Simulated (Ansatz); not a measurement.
# KBaCeBiO6: a relaxation

Aim: a sound relaxation of KBaCeBiO6. The structure is shown as the input types it.

Computed with Ansatz 0.2.0 (DFT PBE+U, scalar-relativistic, plane waves, PAW; settings changed (as first typed), unless a step's input says otherwise).

**1. The starting structure**

The structure is cubic, space group F-43m (No. 216). The conventional cell has a = 8.757 Å, b = 8.757 Å, c = 8.757 Å, α = 90.00°, β = 90.00°, γ = 90.00°. Around Ba (site symmetry -43m) lie 12 O at 3.10 Å. Bi (site symmetry -43m) is surrounded by 6 O at 2.15 Å. Ce (site symmetry -43m) has 6 O at 2.23 Å as nearest neighbours. Around K (site symmetry -43m) lie 12 O at 3.10 Å. Around O (site symmetry 2mm) lie 1 Bi at 2.15 Å and 1 Ce at 2.23 Å and 2 Ba at 3.10 Å and 2 K at 3.10 Å.

Coordinates:

```
CELL_PARAMETERS angstrom
0.00000 4.37848 4.37848
4.37848 0.00000 4.37848
4.37848 4.37848 0.00000
ATOMIC_POSITIONS crystal
Ba 0.75000 0.75000 0.75000
Bi 0.00000 0.00000 0.00000
Ce 0.50000 0.50000 0.50000
K 0.25000 0.25000 0.25000
O 0.75466 0.24534 0.24534
O 0.24534 0.75466 0.75466
O 0.24534 0.75466 0.24534
O 0.75466 0.24534 0.75466
O 0.24534 0.24534 0.75466
O 0.75466 0.75466 0.24534
```

**2. Running it**

input.yaml

```yaml
crystal:
  lattice:
    - [0.0, 4.3784821, 4.3784821]
    - [4.3784821, 0.0, 4.3784821]
    - [4.3784821, 4.3784821, 0.0]
  atoms:
    - { symbol: Ba, position: [0.75, 0.75, 0.75] }
    - { symbol: Bi, position: [0.0, 0.0, 0.0] }
    - { symbol: Ce, position: [0.5, 0.5, 0.5] }
    - { symbol: K, position: [0.25, 0.25, 0.25] }
    - { symbol: O, position: [0.75466446, 0.24533554, 0.24533554] }
    - { symbol: O, position: [0.24533554, 0.75466446, 0.75466446] }
    - { symbol: O, position: [0.24533554, 0.75466446, 0.24533554] }
    - { symbol: O, position: [0.75466446, 0.24533554, 0.75466446] }
    - { symbol: O, position: [0.24533554, 0.24533554, 0.75466446] }
    - { symbol: O, position: [0.75466446, 0.75466446, 0.24533554] }
basis:
  ecutwfc: 420
kpoints:
  mp_grid: { grid: [6, 6, 6] }
hamiltonian:
  xc: pbe
  hubbard: { sites: [{ species: Ce, l: f, u_eff: 5.0 }] }
scf:
  occupations: { method: gaussian, width: 0.02 }
  max_iter: 50
output:
  forces: true
  eigenvalues: true
  stress: true
relax:
  adjacent_minimum: "off"
  f_tol: 0.005
  max_steps: 80
  cell: { stress_tol: 0.05 }
accuracy: 2.5
```

Started as:

```
ansatz run input.yaml --threads 8 --pin off --max-ram 14336MiB --backend cpu --events-out ev --progress --plain --runs-dir out
```

What happens when this is run?

Nothing was computed: the input was turned down at the start. The line that matters: «line 36 column 1: unknown variant `2.5`, expected one of low, medium, high»

Look at the input: accuracy is 2.5. The parser can't turn the typed value into what the key holds.

Fix: delete accuracy (the default then holds).
